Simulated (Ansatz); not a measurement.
This script drives Ansatz's Python interface.

Contents of `sb3au_im_3m.vasp`:
```text
Sb3Au
1.0
  -3.04000000    3.04000000    3.04000000
   3.04000000   -3.04000000    3.04000000
   3.04000000    3.04000000   -3.04000000
Sb Au
3 1
Direct
   0.00000000    0.50000000    0.50000000
   0.50000000    0.00000000    0.50000000
   0.50000000    0.50000000    0.00000000
   0.00000000    0.00000000    0.00000000
```

Contents of `sb3au_p4_mmm.vasp`:
```text
Sb3Au
1.0
   3.06319500    0.00000000    0.00000000
   0.00000000    3.06319500    0.00000000
   0.00000000    0.00000000   11.81513500
Sb Au
3 1
Direct
   0.00000000    0.00000000    0.23122100
   0.00000000    0.00000000    0.50000000
   0.00000000    0.00000000    0.76877900
   0.00000000    0.00000000    0.00000000
```

`polymorphs_sb3au.py`:
```python
# -*- coding: utf-8 -*-
"""Relative energies of Sb3Au phases, after relaxing atoms and volume at fixed cell shape."""

import ansatz as az
from ase.io import read
import numpy as np
import pandas as pd
import spglib


def solve(name, crystal):
    calc = (
        crystal.calculation()
        .scf(tolerance=1e-07)
        .basis(510)
        .functional("lda")
        .kpoints(spacing=0.3)
        .occupations("fermi_dirac", width=0.1)
        .stress()
        .band_table()
    )
    calc = calc.relax(force_tolerance=0.03, fix_cell=["shape"])
    return calc.run(threads=1)


def space_group(outcome):
    sites = outcome.report["lattice"]["sites"]
    kinds = sorted({site["symbol"] for site in sites})
    cell = (outcome.lattice.cell_ang, [site["position_frac"] for site in sites], [kinds.index(site["symbol"]) for site in sites])
    return spglib.get_spacegroup(cell, symprec=0.01)


def pressure_gpa(outcome):
    return float(np.trace(outcome.report["stress_gpa"]) / 3)


def main():
    phases = {}
    atoms = read("sb3au_im_3m.vasp", format="vasp")
    im_3m = az.Crystal.from_ase(atoms)
    phases["Im-3m"] = im_3m
    atoms = read("sb3au_p4_mmm.vasp", format="vasp")
    p4_mmm = az.Crystal.from_ase(atoms)
    phases["P4/mmm"] = p4_mmm

    done = {name: solve(name, crystal) for name, crystal in phases.items()}

    energy = {name: o.report["energy_sigma0_ev"] / len(o.lattice.sites) for name, o in done.items()}
    lowest = min(energy.values())
    rows = [(name, len(o.lattice.sites), 1000 * (energy[name] - lowest), space_group(o), pressure_gpa(o)) for name, o in done.items()]
    rows.sort(key=lambda row: row[2])
    print(pd.DataFrame(rows, columns=["phase", "atoms", "dE (meV/atom)", "space group", "P (GPa)"]).round(4).to_string(index=False))


if __name__ == "__main__":
    main()
```

It is started by `python polymorphs_sb3au.py`. Estimate its wall time and peak memory on 1 thread of Arm Neoverse V1, with other jobs on the host.

It took about 58 s, with a peak of 0.58 GiB, for 2 runs of the engine.

Output of `python polymorphs_sb3au.py`:
```text
DeckWarning: relax.cell: scf.convergence.dr2_threshold = 1e-7 eV (the SCF's general default) is looser than the 4e-10 eV advised for a relaxation that steers and ends on the stress (1e-10 eV for each atom of the cell: 4). What an SCF threshold leaves in a stress goes as its square root, and in the free energy as the [...]
 phase  atoms  dE (meV/atom)  space group  P (GPa)
 Im-3m      4          0.000  Im-3m (229)  -0.0263
P4/mmm      4         48.057 P4/mmm (123)  -0.0088
```
(Warnings from the package without file and line, shortened.)

By space group at the end of each run: Im-3m (+0 meV an atom, 24.8 Å³) and P4/mmm (+48 meV an atom, 25.5 Å³).

For the metals among these phases the mesh is modest: differences between phases can be off by up to 40 meV an atom. Atoms and volume are relaxed with the cell's shape held, which in cells of lower than cubic symmetry can hide stresses and shift volumes. Pressure is positive in compression. Spin-orbit coupling, which matters for elements this heavy, is left out. The cells come from databases of deposited and of computed structures, and not all need be stable phases. The ranking holds among these structures alone, at zero temperature; the ground state may be another structure. Differences under about 40 meV an atom lie within the error of mesh and functional.

(A comment or docstring line of the script was reworded after the run, the code is as it ran; lines on the test bed's own set-up are left out of the output.)
